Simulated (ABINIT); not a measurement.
Crystal: Si2Cl.

```xyz
3
Lattice="1.9404 1.1203 5.5004 -1.9404 1.1203 5.5004 0.0000 -2.2406 5.5004" Properties=species:S:1:pos:R:3 pbc="T T T"
Si    0.0000    0.0000    2.4055
Si    0.0000    0.0000   14.0956
Cl    0.0000    0.0000    0.0000
```

The cell was built by a generator and needn't be a form met in nature.

- Program: ABINIT 10.8.3 (patched build)
- Task: single point
- Functional: PBE
- Potentials or basis: JTH PAW PBE v2.0
- Cutoff: 680 eV
- k mesh: 8 × 8 × 8
- Occupations: fermi-dirac, width 0.05 eV
- Spin: no spin polarisation

On this cell: pressure -0.1 GPa; largest force 0.018 eV/Å; band gap on the k mesh none (metal or under the smearing width).

The same run follows on a disturbed copy (atoms moved at random, drawn with an rms of 0.05 Å):

```xyz
3
Lattice="1.9404 1.1203 5.5004 -1.9404 1.1203 5.5004 0.0000 -2.2406 5.5004" Properties=species:S:1:pos:R:3 pbc="T T T"
Si    0.0116    0.0115    2.4098
Si    0.0227    0.0066   14.0750
Cl   -0.0179   -0.0268    0.0101
```

Question: What does the disturbed cell give?

Answer: The energy (extrapolated to zero smearing) moves by +1.2 meV/atom; pressure 0.0 GPa; largest force 0.227 eV/Å; band gap on the k mesh none (metal or under the smearing width).

Forces in eV/Å, atoms in the order of the input:
```
Si   0.138 -0.072 -0.129
Si  -0.152  0.061  0.157
Cl   0.014  0.011 -0.028
```

Stress tensor (GPa, compression positive):
```
 0.28 -0.19 -0.20
-0.19  0.11  0.09
-0.20  0.09 -0.52
```

Caveats: an odd number of electrons without spin polarisation forces a metal; a magnetic or distorted state may lie lower.
